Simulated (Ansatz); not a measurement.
**H5NO3Ti: molecular dynamics**

Aim: follow the molecule's vibrations and see whether its bonds hold. The start is relaxed first. Runs: 300 steps of 0.5 fs under a Langevin thermostat, set from 200 K to 600 K by a schedule.

Method: RKS PBE0-D4/def2-SVP, in Ansatz 0.2.0.

## Step 1: The starting structure

Bond lengths: Ti1–N2 2.060 Å, N2–H3 1.060 Å, N2–H4 1.060 Å, Ti1–O5 1.920 Å, O5–H6 1.010 Å, Ti1–O7 1.919 Å, O7–H8 1.010 Å, Ti1–O9 1.919 Å, O9–H10 1.010 Å. Angles: Ti1–N2–H3 120.0°, Ti1–N2–H4 120.0°, H3–N2–H4 120.0°, N2–Ti1–O5 109.5°, N2–Ti1–O7 109.5°, N2–Ti1–O9 109.5°, O5–Ti1–O7 109.5°, O5–Ti1–O9 109.5°, O7–Ti1–O9 109.5°, Ti1–O5–H6 109.5°, Ti1–O7–H8 109.5°, Ti1–O9–H10 109.5°.

As a file:

```xyz
10

Ti    0.0000    0.0000    0.0000
N     0.0000    0.0000    2.0600
H    -0.8770   -0.2713    2.5900
H     0.8770    0.2713    2.5900
O     1.8106    0.0000   -0.6394
H     2.1269   -0.9521   -0.7560
O    -0.9043    1.5667   -0.6394
H    -1.8621    1.3360   -0.8617
O    -0.9043   -1.5667   -0.6394
H    -1.3590   -2.0324    0.1330
```

## Step 2: Relaxing the start

input.yaml

```yaml
crystal:
  periodic: [false, false, false]
  atoms:
    - { symbol: Ti, position_ang: [0.0, 0.0, 0.0] }
    - { symbol: "N", position_ang: [0.0, 0.0, 2.06] }
    - { symbol: H, position_ang: [-0.877, -0.2713, 2.59] }
    - { symbol: H, position_ang: [0.877, 0.2713, 2.59] }
    - { symbol: O, position_ang: [1.8106, 0.0, -0.6394] }
    - { symbol: H, position_ang: [2.1269, -0.9521, -0.756] }
    - { symbol: O, position_ang: [-0.9043, 1.5667, -0.6394] }
    - { symbol: H, position_ang: [-1.8621, 1.336, -0.8617] }
    - { symbol: O, position_ang: [-0.9043, -1.5667, -0.6394] }
    - { symbol: H, position_ang: [-1.359, -2.0324, 0.133] }
basis:
  gaussian: { orbitals: def2-SVP }
hamiltonian:
  xc: pbe0
  dispersion: d4
relax:
  f_tol: 0.02
  max_steps: 40
output:
  orbitals: {}
```

The run is started by

```
$ ansatz run input.yaml --threads 2 --pin off --max-ram 3072MiB --backend cpu --events-out ev --progress --plain --runs-dir out
```

The log of the run, shortened:

```text
Warning: RAYON_NUM_THREADS=2 ignored (pool sized by the plan → 2); use --threads N
[...]
Functional definition: PBE0
[...]
1257 factors; integrals over basis functions are off by at most 2.4e-4 eV
[...]
mean field -30808.85634033 eV, -1132.2045875142 hartree, gradient 7.4e-5 eV, S^2 0.000000; 0 other end points of the search recorded, 0 dependent functions left out
[...]
reference -30808.85642174 eV, -1132.2045905059 hartree; 29, 29 occupied and 83, 83 virtual orbitals, 1257 factors
relax step   1: F+E_penalty+E_count = -30809.01280566 eV  Δ(F+E_penalty+E_count) = +0.000e0 eV  max|allowed force component| = 2.799e0 eV/Å  Δτ_max = 0.0000 Å  (32 SCF iters, accepted)
[...]
relax step   3: F+E_penalty+E_count = -30810.28796228 eV  Δ(F+E_penalty+E_count) = -1.503e-1 eV  max|allowed force component| = 1.134e0 eV/Å  Δτ_max = 0.1897 Å  (34 SCF iters, accepted)
[...]
relax step   5: F+E_penalty+E_count = -30810.40711840 eV  Δ(F+E_penalty+E_count) = -3.317e-2 eV  max|allowed force component| = 3.906e-1 eV/Å  Δτ_max = 0.1998 Å  (33 SCF iters, accepted)
[...]
relax step   7: F+E_penalty+E_count = -30810.43071470 eV  Δ(F+E_penalty+E_count) = -1.099e-2 eV  max|allowed force component| = 4.290e-2 eV/Å  Δτ_max = 0.0812 Å  (33 SCF iters, accepted)
[...]
relax step   9: F+E_penalty+E_count = -30810.43139290 eV  Δ(F+E_penalty+E_count) = -2.253e-4 eV  max|allowed force component| = 2.059e-2 eV/Å  Δτ_max = 0.0134 Å  (35 SCF iters, accepted)
[...]
relax step  10: F+E_penalty+E_count = -30810.43146552 eV  Δ(F+E_penalty+E_count) = -7.262e-5 eV  max|allowed force component| = 4.137e-3 eV/Å  Δτ_max = 0.0057 Å  (27 SCF iters, accepted)
1257 factors; integrals over basis functions are off by at most 4.6e-4 eV
[...]
mean field -30810.25953097 eV, -1132.2561538191 hartree, gradient 2.1e-5 eV, S^2 0.000000; 1 other end points of the search recorded, 0 dependent functions left out
[...]
reference -30810.25960842 eV, -1132.2561566654 hartree; 29, 29 occupied and 83, 83 virtual orbitals, 1257 factors
Total energy: -30810.43154298 eV, -1132.2624751438 hartree
Atom 0 at    -0.049904    -0.054445     0.140034 Å, force     0.001011     0.002890    -0.003966 eV/Å
Atom 1 at    -0.047897    -0.028115     2.006273 Å, force    -0.000752    -0.001049    -0.002470 eV/Å
Atom 2 at    -0.730272     0.473114     2.568695 Å, force     0.001138     0.000209     0.001274 eV/Å
Atom 3 at     0.743797    -0.308112     2.578942 Å, force    -0.000646     0.000684     0.001441 eV/Å
Atom 4 at     1.650365    -0.059961    -0.422306 Å, force    -0.004137    -0.001289     0.000731 eV/Å
Atom 5 at     2.093969    -0.620536    -1.063818 Å, force    -0.000164     0.001361     0.000654 eV/Å
Atom 6 at    -0.996572     1.351033    -0.438886 Å, force     0.002219    -0.003879     0.000757 eV/Å
Atom 7 at    -1.689430     1.410971    -1.101322 Å, force     0.000621    -0.000082     0.001039 eV/Å
Atom 8 at    -0.838821    -1.544915    -0.465156 Å, force     0.001638     0.002402    -0.001296 eV/Å
Atom 9 at    -1.227435    -2.267535     0.034644 Å, force    -0.000928    -0.001247     0.001835 eV/Å
Dipole moment:    -0.183968    -0.348047     0.109302 e Å
```

Run time: 47 s. Hardware: 2 threads of Arm Neoverse V1, shared host; peak memory 0.28 GiB.

Relaxation path:

```csv
step,energy from step 1 (eV),largest force component (eV/Å)
1,0.0000,2.7994
2,-1.1249,1.6637
3,-1.2752,1.1338
4,-1.3611,0.3818
5,-1.3943,0.3906
6,-1.4069,0.2127
7,-1.4179,0.0429
8,-1.4184,0.0547
9,-1.4186,0.0206
10,-1.4187,0.0041
```

Step 1 is the start.

After: Bond lengths: Ti1–N2 1.866 Å, N2–H3 1.016 Å, N2–H4 1.016 Å, Ti1–O5 1.791 Å, O5–H6 0.961 Å, Ti1–O7 1.791 Å, O7–H8 0.960 Å, Ti1–O9 1.792 Å, O9–H10 0.961 Å. Angles: Ti1–N2–H3 124.0°, Ti1–N2–H4 124.1°, H3–N2–H4 110.3°, N2–Ti1–O5 108.2°, N2–Ti1–O7 108.2°, N2–Ti1–O9 110.5°, O5–Ti1–O7 113.8°, O5–Ti1–O9 108.0°, O7–Ti1–O9 108.1°, Ti1–O5–H6 130.5°, Ti1–O7–H8 130.8°, Ti1–O9–H10 128.9°.

## Step 3: Dynamics

300 steps of 0.5 fs under a Langevin thermostat, set from 200 K to 600 K by a schedule, from the relaxed start.

input.yaml

```yaml
crystal:
  periodic: [false, false, false]
  atoms:
    - { symbol: Ti, position_ang: [-0.049904, -0.054445, 0.140034] }
    - { symbol: "N", position_ang: [-0.047897, -0.028115, 2.006273] }
    - { symbol: H, position_ang: [-0.730272, 0.473114, 2.568695] }
    - { symbol: H, position_ang: [0.743797, -0.308112, 2.578942] }
    - { symbol: O, position_ang: [1.650365, -0.059961, -0.422306] }
    - { symbol: H, position_ang: [2.093969, -0.620536, -1.063818] }
    - { symbol: O, position_ang: [-0.996572, 1.351033, -0.438886] }
    - { symbol: H, position_ang: [-1.68943, 1.410971, -1.101322] }
    - { symbol: O, position_ang: [-0.838821, -1.544915, -0.465156] }
    - { symbol: H, position_ang: [-1.227435, -2.267535, 0.034644] }
basis:
  gaussian: { orbitals: def2-SVP }
hamiltonian:
  xc: pbe0
  dispersion: d4
md:
  timestep: 0.5
  n_steps: 300
  ensemble: nvt_langevin
  temperature: 200.0
  initial_velocities: maxwell_boltzmann
  seed: 126483
  friction: 0.01
  temperature_schedule:
    - { n_steps: 75, end_temperature: 200.0 }
    - { n_steps: 225, end_temperature: 600.0 }
```

The run is started by

```
$ ansatz run input.yaml --threads 2 --pin off --max-ram 3072MiB --backend cpu --events-out ev --progress --plain --runs-dir out
```

The log of the run, shortened:

```text
Warning: RAYON_NUM_THREADS=2 ignored (pool sized by the plan → 2); use --threads N
[...]
Functional definition: PBE0
[...]
1256 factors; integrals over basis functions are off by at most 2.6e-4 eV
[...]
mean field -30810.25953431 eV, -1132.2561539419 hartree, gradient 9.2e-6 eV, S^2 0.000000; 0 other end points of the search recorded, 0 dependent functions left out
[...]
reference -30810.25961171 eV, -1132.2561567862 hartree; 29, 29 occupied and 83, 83 virtual orbitals, 1256 factors
md step     0: t =     0.00 fs  T =   180.0 K (target 200.0 K)  F+E_penalty+E_count = -30810.43146888 eV  E_kin = 0.232668 eV  (31 SCF iters)
[...]
md step    22: t =    11.00 fs  T =   178.6 K (target 200.0 K)  F+E_penalty+E_count = -30810.34466030 eV  E_kin = 0.230798 eV  (35 SCF iters)
[...]
md step    44: t =    22.00 fs  T =   140.2 K (target 200.0 K)  F+E_penalty+E_count = -30810.27338204 eV  E_kin = 0.181188 eV  (35 SCF iters)
[...]
md step    66: t =    33.00 fs  T =   133.3 K (target 200.0 K)  F+E_penalty+E_count = -30810.24522923 eV  E_kin = 0.172249 eV  (35 SCF iters)
[...]
md step    86: t =    43.00 fs  T =   128.1 K (target 218.7 K)  F+E_penalty+E_count = -30810.22186895 eV  E_kin = 0.165562 eV  (34 SCF iters)
md step    87: t =    43.50 fs  T =   124.4 K (target 220.4 K)  F+E_penalty+E_count = -30810.21127204 eV  E_kin = 0.160790 eV  (35 SCF iters)
```

## Step 4: The output, continued: dynamics from the start

Output, continued, shortened:

```text
md step    88: t =    44.00 fs  T =   123.3 K (target 222.2 K)  F+E_penalty+E_count = -30810.20864873 eV  E_kin = 0.159362 eV  (35 SCF iters)
[...]
md step   116: t =    58.00 fs  T =   122.3 K (target 272.0 K)  F+E_penalty+E_count = -30810.23598349 eV  E_kin = 0.158059 eV  (36 SCF iters)
[...]
md step   144: t =    72.00 fs  T =   229.1 K (target 321.8 K)  F+E_penalty+E_count = -30810.25781813 eV  E_kin = 0.296134 eV  (35 SCF iters)
[...]
md step   172: t =    86.00 fs  T =   258.5 K (target 371.6 K)  F+E_penalty+E_count = -30810.26867042 eV  E_kin = 0.334120 eV  (34 SCF iters)
[...]
md step   200: t =   100.00 fs  T =   252.3 K (target 421.3 K)  F+E_penalty+E_count = -30810.21134747 eV  E_kin = 0.326135 eV  (34 SCF iters, 3 dispersion substeps)
md step   201: t =   100.50 fs  T =   283.7 K (target 423.1 K)  F+E_penalty+E_count = -30810.23750440 eV  E_kin = 0.366660 eV  (34 SCF iters, 3 dispersion substeps)
md step   202: t =   101.00 fs  T =   274.3 K (target 424.9 K)  F+E_penalty+E_count = -30810.24860932 eV  E_kin = 0.354567 eV  (35 SCF iters, 3 dispersion substeps)
```

## Step 5: The output, continued: dynamics from the start

Output, continued, shortened:

```text
md step   203: t =   101.50 fs  T =   251.4 K (target 426.7 K)  F+E_penalty+E_count = -30810.24499170 eV  E_kin = 0.324946 eV  (35 SCF iters, 3 dispersion substeps)
[...]
md step   223: t =   111.50 fs  T =   240.6 K (target 462.2 K)  F+E_penalty+E_count = -30810.15583784 eV  E_kin = 0.310990 eV  (34 SCF iters, 3 dispersion substeps)
[...]
md step   243: t =   121.50 fs  T =   302.3 K (target 497.8 K)  F+E_penalty+E_count = -30810.07738246 eV  E_kin = 0.390712 eV  (35 SCF iters, 3 dispersion substeps)
[...]
md step   263: t =   131.50 fs  T =   294.7 K (target 533.3 K)  F+E_penalty+E_count = -30809.98248211 eV  E_kin = 0.380935 eV  (35 SCF iters, 3 dispersion substeps)
[...]
md step   299: t =   149.50 fs  T =   506.8 K (target 597.3 K)  F+E_penalty+E_count = -30810.00081876 eV  E_kin = 0.655122 eV  (35 SCF iters, 3 dispersion substeps)
[...]
Atom 0 at    -0.305659    -0.024730     0.127752 Å, force     1.790941     0.583822     0.388278 eV/Å
Atom 1 at    -0.161635    -0.034224     1.980979 Å, force     0.336578    -0.502267     1.166887 eV/Å
Atom 2 at    -0.560079     0.787298     2.495652 Å, force     0.608491    -1.292163    -0.345173 eV/Å
Atom 3 at     0.293200    -0.780838     2.567205 Å, force    -0.695474     1.333383    -0.542017 eV/Å
Atom 4 at     1.307871     0.350802    -0.648967 Å, force     0.724723     1.062505     1.414720 eV/Å
Atom 5 at     1.892481     0.971361    -0.121808 Å, force    -1.008072    -1.054206    -1.033531 eV/Å
Atom 6 at    -1.298670     1.453731     0.109277 Å, force    -0.764929     0.116624    -0.791515 eV/Å
Atom 7 at    -2.055104     1.387943    -0.484946 Å, force    -0.251777     0.400372     0.033445 eV/Å
Atom 8 at    -0.737974    -1.535770    -0.650113 Å, force    -0.812949    -0.888953    -0.239658 eV/Å
Atom 9 at    -1.009140    -2.453006    -0.535436 Å, force     0.072467     0.240883    -0.051435 eV/Å
Dipole moment:    -0.291961    -0.255796     0.374147 e Å
```

It took 22 min on 2 threads of Arm Neoverse V1, shared host; peak memory 0.28 GiB.

## Step 6: What the atoms did

The trajectory, every 12 steps (energies from step 0):

```csv
time (fs),T (K),potential energy change (meV/atom)
0.0,180,0.0
6.0,168,5.5
12.0,165,10.4
18.0,158,13.1
24.0,147,14.2
30.0,148,18.9
36.0,100,22.8
42.0,127,18.7
48.0,138,20.7
54.0,151,18.7
60.0,155,19.1
66.0,220,16.1
72.0,229,17.4
78.0,288,15.7
84.0,306,8.9
90.0,233,20.2
96.0,253,19.8
102.0,259,20.2
108.0,256,27.1
114.0,254,31.5
120.0,290,31.4
126.0,303,41.0
132.0,343,40.1
138.0,332,37.9
144.0,466,42.6
150.0,468,43.9
```

time (fs), T (K) and a bar:
```
      0.0        180 #######
      6.5        178 #######
     13.0        187 ########
     19.5        157 #####
     26.0        128 ###
     32.5        135 ###
     39.0         93 
     45.5        155 #####
     52.0        144 ####
     58.5        128 ###
     65.0        202 #########
     71.5        241 ############
     78.5        300 #################
     85.0        267 ##############
     91.5        276 ###############
     98.0        253 #############
    104.5        249 #############
    111.0        228 ###########
    117.5        200 #########
    124.0        348 ####################
    130.5        270 ##############
    137.0        383 #######################
    143.5        468 ##############################
    150.0        468 ##############################
```

## Step 7: Positions and forces

Extended XYZ, with forces in eV/Å:

```xyz
10
time_fs=19.0 T=150 dE=0.1395
Ti   -0.053   -0.037    0.172   -0.254   -0.024   -0.539
N     0.009   -0.089    2.039    0.557   -0.255   -0.260
H    -0.563    0.408    2.704   -0.150    0.098    0.262
H     0.896   -0.408    2.459   -0.581    0.204   -0.102
O     1.651   -0.069   -0.360    0.034    0.025   -0.373
H     2.091   -0.182   -1.214   -0.170    0.064    0.319
O    -1.095    1.327   -0.445   -0.250   -0.633   -0.457
H    -1.753    1.158   -1.157    0.705    0.247    0.773
O    -0.847   -1.506   -0.565   -0.608    0.124    0.889
H    -1.601   -1.881   -0.059    0.716    0.150   -0.512
10
time_fs=37.5 T=113 dE=0.2049
Ti   -0.079   -0.031    0.177    0.855    0.240    0.598
N     0.005   -0.095    2.063    0.123   -0.185   -0.093
H    -0.622    0.286    2.765    0.078   -0.075    0.018
H     0.834   -0.532    2.490   -0.518    0.308   -0.117
O     1.602   -0.035   -0.351    0.204   -0.127    0.114
H     2.216    0.285   -1.003    0.214    0.169   -0.316
O    -1.110    1.240   -0.483   -0.579    0.780   -0.075
H    -1.837    1.124   -1.105    0.189    0.104    0.079
O    -0.838   -1.428   -0.591   -0.948   -1.105   -0.080
H    -1.727   -1.710   -0.326    0.382   -0.108   -0.128
10
time_fs=56.0 T=133 dE=0.2002
Ti   -0.096   -0.016    0.184   -0.714   -1.082   -1.578
N    -0.051   -0.120    2.026    0.308   -0.331    0.301
H    -0.739    0.211    2.686   -0.168    0.038    0.307
H     0.670   -0.702    2.473   -0.359    0.418   -0.070
O     1.621    0.022   -0.341   -0.185    0.080   -0.002
H     2.152    0.691   -0.785   -0.038   -0.055   -0.007
O    -1.171    1.254   -0.490    1.440    0.424    1.704
H    -1.770    1.146   -1.198   -1.055   -0.223   -1.212
O    -0.910   -1.480   -0.580    0.329    0.372    0.525
H    -1.639   -2.071   -0.338    0.441    0.358    0.031
10
time_fs=75.0 T=250 dE=0.1585
Ti   -0.137   -0.038    0.140    0.367    1.319    0.708
N    -0.142   -0.197    2.010    1.125   -0.756    0.061
H    -0.795    0.231    2.640   -0.399    0.226    0.412
H     0.576   -0.745    2.539   -0.841    0.746   -0.629
O     1.586    0.050   -0.383   -0.149    0.154   -0.175
H     1.972    0.872   -0.712    0.027   -0.170    0.065
O    -1.142    1.391   -0.423    0.255   -0.946   -0.062
H    -1.744    1.100   -1.130    0.063    0.368    0.243
O    -0.877   -1.486   -0.501   -1.127   -1.617   -0.216
H    -1.465   -2.153   -0.088    0.678    0.675   -0.408
10
time_fs=94.0 T=223 dE=0.2328
Ti   -0.172   -0.038    0.127   -0.073   -0.327   -0.747
N    -0.228   -0.218    1.975    2.485   -0.922    0.646
H    -0.751    0.334    2.633   -0.177    0.211    0.442
H     0.710   -0.552    2.394   -2.067    0.724   -0.590
O     1.510    0.145   -0.468   -0.463   -1.085    0.381
H     1.999    0.930   -0.641    0.546    0.933   -0.233
O    -1.072    1.403   -0.327   -1.662    0.907   -0.697
H    -1.885    1.764   -0.769    1.339   -0.679    0.683
O    -0.870   -1.592   -0.519    0.460    1.098   -0.590
H    -1.079   -2.185    0.185   -0.388   -0.861    0.703
10
time_fs=112.5 T=237 dE=0.2985
Ti   -0.214   -0.054    0.086   -0.493    0.205    0.692
N    -0.197   -0.204    1.961    1.902   -1.005    0.999
H    -0.843    0.341    2.508   -0.262    0.265    0.314
H     0.550   -0.620    2.613   -1.561    0.820   -1.440
O     1.399    0.211   -0.524    0.065   -0.899   -0.390
H     2.186    0.705   -0.406    0.994    0.762    0.135
O    -1.122    1.428   -0.226   -0.222   -0.037    0.108
H    -1.872    2.001   -0.357   -0.215    0.038   -0.140
O    -0.830   -1.611   -0.543   -0.022    0.857   -0.834
H    -0.918   -2.431   -0.092   -0.186   -1.007    0.556
10
time_fs=131.0 T=265 dE=0.4800
Ti   -0.268   -0.045    0.103    0.510    0.966   -0.373
N    -0.180   -0.153    1.975    1.645   -1.692    0.558
H    -0.926    0.413    2.340   -0.220    0.310    0.791
H     0.356   -0.746    2.706   -1.463    1.477   -1.696
O     1.368    0.255   -0.641   -0.311   -0.136    0.691
H     2.101    0.700   -0.193   -0.286   -0.035   -0.153
O    -1.228    1.515   -0.084    2.633   -2.313    0.590
H    -2.049    1.900   -0.235   -2.254    0.929   -0.522
O    -0.744   -1.625   -0.590   -0.021    1.622   -0.192
H    -0.909   -2.527   -0.391   -0.234   -1.128    0.306
10
time_fs=150.0 T=468 dE=0.4385
Ti   -0.306   -0.025    0.128    1.791    0.584    0.388
N    -0.162   -0.034    1.981    0.337   -0.502    1.167
H    -0.560    0.787    2.496    0.609   -1.292   -0.345
H     0.293   -0.781    2.567   -0.696    1.333   -0.542
O     1.308    0.351   -0.649    0.725    1.062    1.415
H     1.893    0.971   -0.122   -1.008   -1.054   -1.034
O    -1.299    1.454    0.109   -0.765    0.117   -0.791
H    -2.055    1.388   -0.485   -0.252    0.400    0.033
O    -0.738   -1.536   -0.650   -0.813   -0.889   -0.240
H    -1.009   -2.453   -0.535    0.072    0.241   -0.051
```

## Step 8: Summary of results

| quantity | value |
| --- | --- |
| relaxation of the start | 9 moves, 1.419 eV lower |
| length | 300 steps of 0.5 fs |
| temperature, first and last step | 180 and 468 K |
| temperature, second half | mean 308 K, from 195 to 535 K |
| potential energy, second half | +28 meV/atom from the start |
| bonds formed or broken | 0 |

**Reading.** The set-point goes from 200 to 600 K in 150 fs, and the last tenth of the run averages 434 K. Such a rate, of order 10^15 K/s, is far beyond any furnace or quench, and the atoms lag the set-point. The bonding pattern survives the run. A run of 150 fs with 10 atoms shows the motion but fixes no equilibrium value. The nuclei move classically, without zero-point motion, which matters most for hydrogen.
